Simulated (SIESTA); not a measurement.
LiTi3O4:

```
Ti O Li
1.0
     3.03794   -4.16980    0.00000
     3.03794    4.16980    0.00000
     0.00000    0.00000    2.96386
Ti O Li
3 4 1
Direct
  0.00000 0.50000 0.00000
  0.50000 0.00000 0.00000
  0.00000 0.00000 0.50000
  0.73915 0.26085 0.50000
  0.25546 0.25546 0.00000
  0.26085 0.73915 0.50000
  0.74454 0.74454 0.00000
  0.50000 0.50000 0.50000
```

The cell comes from a database or a generator and needn't be the stable form of this composition.

```yaml
Program: SIESTA 5.4.2
Task: single point
Functional: PBEsol
Potentials_or_basis: PseudoDojo 0.4 standard (PBEsol files)
Basis: DZP (energy shift 0.003 Ry; two zetas on semicore shells)
Grid_cutoff: 800 Ry
Energy_shift: 0.003 Ry
k_mesh: 6 × 6 × 9
Occupations: fermi-dirac, width 0.05 eV
Spin: no spin polarisation
```

On this cell: pressure -8.3 GPa; largest force 0.136 eV/Å; band gap on the k mesh none (metal or under the smearing width).

The same run follows on a disturbed copy (atoms moved at random, drawn with an rms of 0.05 Å):

```
Ti O Li
1.0
     3.03794   -4.16980    0.00000
     3.03794    4.16980    0.00000
     0.00000    0.00000    2.96386
Ti O Li
3 4 1
Direct
  0.00457 0.50180 0.99546
  0.49978 0.00305 0.99778
  0.99050 0.99136 0.49619
  0.72952 0.25601 0.50146
  0.25098 0.24606 0.99932
  0.26027 0.75079 0.49207
  0.74127 0.74731 0.99675
  0.50796 0.49836 0.49926
```

What does the disturbed cell give?

The energy (extrapolated to zero smearing) moves by +7.6 meV/atom; pressure -7.0 GPa; largest force 0.682 eV/Å; band gap on the k mesh none (metal or under the smearing width).

Forces in eV/Å, atoms in the order of the input:
```
Ti  -0.262  0.227  0.020
Ti  -0.080 -0.173 -0.008
Ti   0.582  0.352  0.048
O    0.477 -0.284 -0.158
O   -0.017  0.278 -0.060
O   -0.311 -0.441  0.177
O   -0.278 -0.227 -0.005
Li  -0.111  0.272 -0.013
```

Stress tensor (GPa, compression positive):
```
-6.60 -0.95 -0.23
-0.95 -7.54  0.12
-0.23  0.12 -6.97
```

Caveats: the basis of atomic orbitals isn't converged, which shifts pressures, moduli and gaps; an odd number of electrons without spin polarisation forces a metal; a magnetic or distorted state may lie lower; semilocal functionals often make such compounds metallic where correlation or magnetic order opens a gap, which also shifts bond lengths.
